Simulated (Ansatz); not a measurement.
# ClGeH6O2P: the cost of one run

All numbers below are computed with Ansatz 0.2.0 (RHF/def2-SVP).

## 1. Starting point

Bond lengths: Ge1–Cl2 2.570 Å, Ge1–O3 1.770 Å, O3–H4 1.010 Å, Ge1–O5 1.769 Å, O5–H6 1.010 Å, Ge1–H7 1.549 Å, Ge1–P8 2.570 Å, P8–H9 1.420 Å, P8–H10 1.420 Å, Cl2–H11 1.538 Å, P8–H11 1.601 Å. Angles (14 of 20 angles, heavy atoms first): Cl2–Ge1–O3 109.4°, Cl2–Ge1–O5 109.5°, Cl2–Ge1–P8 71.6°, O3–Ge1–O5 109.5°, O3–Ge1–P8 67.1°, O5–Ge1–P8 72.9°, Ge1–Cl2–H11 71.2°, Cl2–Ge1–H7 109.5°, O3–Ge1–H7 109.5°, O5–Ge1–H7 109.5°, H7–Ge1–P8 176.5°, Ge1–O3–H4 109.5°, Ge1–O5–H6 109.5°, Ge1–P8–H9 109.5°.

As a file:

```xyz
11

Ge    0.0000    0.0000    0.0000
Cl    0.0000    0.0000    2.5700
O     1.6691    0.0000   -0.5894
H     1.9855   -0.9521   -0.7061
O    -0.8337    1.4443   -0.5894
H    -1.7915    1.2136   -0.8118
H    -0.7300   -1.2648   -0.5162
P     1.3478    2.0326    0.8104
H     2.4401    1.5915    1.6033
H     1.8381    2.7536   -0.3104
H     0.8047    1.2136    2.0743
```

## 2. A restrained relaxation towards end A

Springs on the bonds that form and break draw the guess towards this end; the thresholds are loose.

input.yaml reads:

```yaml
crystal:
  periodic: [false, false, false]
  atoms:
    - { symbol: Ge, position_ang: [0.0, 0.0, 0.0] }
    - { symbol: Cl, position_ang: [0.0, 0.0, 2.57] }
    - { symbol: O, position_ang: [1.6691, 0.0, -0.5894] }
    - { symbol: H, position_ang: [1.9855, -0.9521, -0.7061] }
    - { symbol: O, position_ang: [-0.8337, 1.4443, -0.5894] }
    - { symbol: H, position_ang: [-1.7915, 1.2136, -0.8118] }
    - { symbol: H, position_ang: [-0.73, -1.2648, -0.5162] }
    - { symbol: P, position_ang: [1.3478, 2.0326, 0.8104] }
    - { symbol: H, position_ang: [2.4401, 1.5915, 1.6033] }
    - { symbol: H, position_ang: [1.8381, 2.7536, -0.3104] }
    - { symbol: H, position_ang: [0.8047, 1.2136, 2.0743] }
basis:
  gaussian: { orbitals: def2-SVP }
hamiltonian:
  xc: hf
relax:
  f_tol: 0.15
  max_steps: 25
  restrain:
    - { distance: [0, 7], at: 3.47, k: 30.0 }
    - { distance: [10, 1], at: 2.57, k: 30.0 }
    - { distance: [0, 1], at: 2.22, k: 30.0 }
    - { distance: [10, 7], at: 1.42, k: 30.0 }
```

Launch:

```sh
ansatz run input.yaml --threads 4 --pin off --max-ram 5120MiB --backend cpu --events-out ev --progress --plain --runs-dir out
```

**Question.** How long does this run take on 4 threads of AMD EPYC 7B13 (Zen 3), shared host, and how much memory does it need?

About 19 s, with a peak of 0.34 GiB.
